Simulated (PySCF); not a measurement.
# C3H8B2ClP: spin-spin couplings

What spin-spin couplings should C3H8B2ClP (`BPB(Cl)CC=C`) show?

Computed with PySCF 2.14.0, with density-fitted response routines of our own, on a single molecule in the gas phase. Atoms count from 0, in the outputs and in this text.

## 1. The starting structure

15 atoms, charge 0, multiplicity 1; geometry from: GFN2-xTB.

Bonds of the start (Å): B0–P1 1.80, P1–B2 1.84, B2–Cl3 1.73, B2–C4 1.59, C4–C5 1.50, C5–C6 1.32, B0–H7 1.17, B0–H8 1.17, P1–H9 1.37, C4–H10 1.09, C4–H11 1.09, C5–H12 1.08, C6–H13 1.08, C6–H14 1.08.

## 2. Indirect couplings: B3LYP/pcJ-1

What the job is given:

```
{"job": {"kind": "j", "xc": "B3LYP", "basis": "pcJ-1"}, "charge": 0, "multiplicity": 1}
B      3.191504    -0.464095     0.323083
P      1.417751    -0.792361     0.287344
B      0.412063    -0.202441    -1.134286
Cl     1.135557    -0.310758    -2.696857
C     -1.101170     0.284523    -1.014781
C     -1.497975     0.741731     0.354072
C     -2.348777     0.110676     1.142611
H      3.735318    -0.335265     1.348699
H      3.783511    -0.462324    -0.684721
H      0.769908    -0.450223     1.447827
H     -1.755818    -0.539454    -1.315991
H     -1.285662     1.094631    -1.726528
H     -1.024371     1.657061     0.687889
H     -2.838488    -0.799053     0.834987
H     -2.597765     0.475342     2.124741
```

Method: B3LYP/pcJ-1 indirect spin-spin coupling, non-relativistic, gas phase.

On the command line:

```bash
$ OMP_NUM_THREADS=1 python probes_run.py task.json out
```

One launch serves the whole session: the jobs run in the order shown.

What will the session give for the following? largest coupling of the table (B3LYP/pcJ-1). Wanted: largest coupling of the table.

The runs gave:

```
                                   quantity                    value
largest coupling of the table (B3LYP/pcJ-1)  ¹J(P,H) P1–H9, 385.9 Hz
```

Of the pairs tabulated at B3LYP/pcJ-1, P1–H9 couples most strongly (385.9 Hz; Fermi contact 379.1 Hz). Couplings across rotatable bonds belong to this one conformer; where others are populated, the observed values are averages.
